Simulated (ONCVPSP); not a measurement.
# An ONCV potential for Gd, from input to tests

Task: generate the file, and judge it by its errors in other configurations, its logarithmic derivatives, its ghosts and its cutoff.

Program: ONCVPSP 4.0.1. Reference atom: LDA (Perdew-Zunger), fully relativistic, spherical and spin-unpolarised. All values are calculated.

### Step 1. The atom and the settings

The settings as typed:

| Property | Result |
| --- | --- |
| element | gadolinium (Gd, Z = 64) |
| type | optimised norm-conserving Vanderbilt (ONCV) |
| frozen core | [Kr] 4d10 |
| valence charge | 18 |
| reference configuration | 4f7 5s2 5p6 5d2 6s1 |
| partial waves | 5s+6s: rc 2.30 bohr, ncon 4, nbas 8, qcut 6.4 1/bohr, 2 projectors; 5p: rc 1.85 bohr, ncon 4, nbas 8, qcut 6.7 1/bohr, 1 projector; 5d: rc 2.50 bohr, ncon 3, nbas 7, qcut 4.3 1/bohr, 2 projectors, debl 1.8 Ha; 4f: rc 0.90 bohr, ncon 4, nbas 9, qcut 18.9 1/bohr, 2 projectors, debl 3.7 Ha |
| local potential | polynomial inside 0.80 bohr (lpopt 5, dvloc0 2 Ha) |
| core correction | Teter function, parameters optimised by the program |

The outer shells as boxes (Hund's rule for the drawing; the calculation is spin-unpolarised):

```
[Kr] core
4d [↑↓][↑↓][↑↓][↑↓][↑↓]
4f [↑ ][↑ ][↑ ][↑ ][↑ ][↑ ][↑ ]
5s [↑↓]
5p [↑↓][↑↓][↑↓]
5d [↑ ][↑ ][  ][  ][  ]
6s [↑ ]
```

### Step 2. The generation run

Gd.dat

```
# ATOM AND REFERENCE CONFIGURATION
# atsym  z   nc   nv     iexc    psfile
  Gd 64.00    9    5        3      upf
#
#   n    l    f
    1    0    2.00
    2    0    2.00
    2    1    6.00
    3    0    2.00
    3    1    6.00
    3    2   10.00
    4    0    2.00
    4    1    6.00
    4    2   10.00
    4    3    7.00
    5    0    2.00
    5    1    6.00
    5    2    2.00
    6    0    1.00
#
# PSEUDOPOTENTIAL AND OPTIMIZATION
# lmax
    3
#
#   l,   rc,      ep,       ncon, nbas, qcut
    0    2.30    0.00    4    8    6.40
    1    1.85    0.00    4    8    6.70
    2    2.50    0.00    3    7    4.30
    3    0.90    0.00    4    9   18.90
#
# LOCAL POTENTIAL
# lloc, lpopt,  rc(5),   dvloc0
    4    5    0.80    2.00
#
# VANDERBILT-KLEINMAN-BYLANDER PROJECTORs
# l, nproj, debl
    0    2    0.40
    1    1    1.80
    2    2    1.80
    3    2    3.70
#
# MODEL CORE CHARGE
# icmod, fcfact, rcfact
    4    0.45    0.00
#
# LOG DERIVATIVE ANALYSIS
# epsh1, epsh2, depsh
   -3.00    5.00    0.02
#
# OUTPUT GRID
# rlmax, drl
    6.00    0.01
#
# TEST CONFIGURATIONS
# ncnf
    4
# nvcnf
#   n    l    f
    5
    4    3    7.00
    5    0    2.00
    5    1    6.00
    5    2    1.00
    6    0    2.00
#
    5
    4    3    7.00
    5    0    2.00
    5    1    6.00
    5    2    1.00
    6    0    1.00
#
    5
    4    3    7.00
    5    0    2.00
    5    1    6.00
    5    2    1.00
    6    0    0.00
#
    5
    4    3    7.00
    5    0    2.00
    5    1    6.00
    5    2    1.50
    6    0    1.50
#
```

Command:

```sh
oncvpspr.x < Gd.dat > Gd.out
```

What does the calculation give? Wanted: cutoffs for 1 and 0.1 mHa per electron, occupied waves; bound ghosts; GHOST(+) flags; largest test error; largest phase difference near zero energy, channels read; rms error of d²Exc/dn², without and with the model core.

**Answer**, as computed:

| quantity | value |
| --- | --- |
| cutoffs for 1 and 0.1 mHa per electron, occupied waves | 150 Ha and 164 Ha |
| bound ghosts | s at -371.57 eV, p3/2 at -161.84 eV, p1/2 at -132.35 eV, d3/2 at -1074.82 eV |
| GHOST(+) flags | d5/2 at 574 eV |
| largest test error (AE − PS) | -3.3 meV, for 4f7 5s2 5p6 5d1 6s2 |
| largest phase difference near zero energy, channels read | 0.003 rad |
| rms error of d²Exc/dn², without and with the model core | 8.29 and 1.81 mHa |

What this shows: It has a bound ghost (s, p3/2, p1/2, d3/2), a state that the atom doesn't have, and that rules the file out. Close by lies the frozen 4s level (-367.1 eV). The worst unpolarised test, 4f7 5s2 5p6 5d1 6s2, is off by 3.3 meV on 1.8 eV; by total energies transferability rates as very good. Atomic tests can pass in spite of a ghost, since they solve only for the levels asked. The potential is very hard: the looser tolerance needs 150 Ha. At the looser tolerance the 4f wave is the slowest; 5p needs 16 Ha. Near zero energy the phases of the channels with partial waves agree within 0.003 rad. The program also flags highly localised states, GHOST(+) (d5/2).
